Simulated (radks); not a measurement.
**Ionising barium step by step, Ba³⁸⁺ to Ba⁵⁵⁺**

The task here is to estimate one member of a computed series from the others.

The numbers are computed with radks (a radial shooting solver on a logarithmic mesh, Libxc functionals) version 1 (Dirac Kohn-Sham, PBE, spin-unpolarised, spherical densities, point nucleus; open shells are shared between the two j in proportion to 2j + 1), except any that are marked as measured or tabulated.

## The system

| Property | Result |
| --- | --- |
| element | barium (Z = 56) |
| charges | 38 to 55 |
| first configuration | [Ar] |
| last configuration | 1s1 |

Outer shells as boxes (Hund's rule):

Ba³⁸⁺
```
[Ne] core
3s [↑↓]
3p [↑↓][↑↓][↑↓]
```

Ba⁵⁵⁺
```
1s [↑ ]
```

Set-up of the first run:

Input:

```text
Z 56
configuration [Ar] 4s0 3d0
relativity Dirac
functional pbe,pbe
spin unpolarised
j_filling average
nucleus point
c 137.035999084
```

Among the steps run: Ba³⁸⁺, [Ar]; Ba³⁹⁺, [Ne] 3s2 3p5; Ba⁴⁰⁺, [Ne] 3s2 3p4; Ba⁴¹⁺, [Ne] 3s2 3p3; Ba⁴²⁺, [Ne] 3s2 3p2; Ba⁴³⁺, [Ne] 3s2 3p1; Ba⁴⁴⁺, [Ne] 3s2; Ba⁴⁵⁺, [Ne] 3s1; Ba⁴⁶⁺, [Ne]; Ba⁴⁷⁺, [He] 2s2 2p5; Ba⁴⁸⁺, [He] 2s2 2p4; Ba⁴⁹⁺, [He] 2s2 2p3; Ba⁵⁰⁺, [He] 2s2 2p2; Ba⁵¹⁺, [He] 2s2 2p1; Ba⁵²⁺, [He] 2s2; Ba⁵³⁺, [He] 2s1; Ba⁵⁴⁺, [He]; Ba⁵⁵⁺, 1s1.

One table of the session follows, with a row left open; its other results are not shown here.

| species | Δ-SCF (eV) | −ε(HOMO) (eV) |
| --- | --- | --- |
| Ba³⁸⁺ | 2852.0 | 2776.6 |
| Ba³⁹⁺ | 2940.6 | 2864.5 |
| Ba⁴⁰⁺ | 3029.9 | 2952.9 |
| Ba⁴¹⁺ | 3119.6 | 3041.9 |
| Ba⁴²⁺ | 3209.6 | 3131.3 |
| Ba⁴³⁺ | 3299.7 | 3220.8 |
| Ba⁴⁴⁺ | 3561.0 | 3518.0 |
| Ba⁴⁵⁺ | 3647.3 | 3604.0 |
| Ba⁴⁶⁺ | 8475.8 | 8219.0 |
| Ba⁴⁷⁺ | 8725.4 | 8465.0 |
| Ba⁴⁸⁺ | 8976.9 | 8713.1 |
| Ba⁴⁹⁺ | 9230.1 | 8963.0 |
| Ba⁵⁰⁺ | 9484.5 | 9214.3 |
| Ba⁵¹⁺ | 9739.3 | 9466.5 |
| Ba⁵²⁺ | 10413.2 | 10306.1 |
| Ba⁵³⁺ | 10621.8 | 10519.2 |
| Ba⁵⁴⁺ | 43679 | 43227 |
| Ba⁵⁵⁺ | ? | ? |

Estimate the missing values for Ba⁵⁵⁺.

As computed: Δ-SCF (eV): 44524; −ε(HOMO) (eV): 44124. In the column «Δ-SCF (eV)» it is the highest.

To keep in mind: Spin polarisation and multiplet splitting are left out, so open shells lie too high by an amount that depends on their filling.
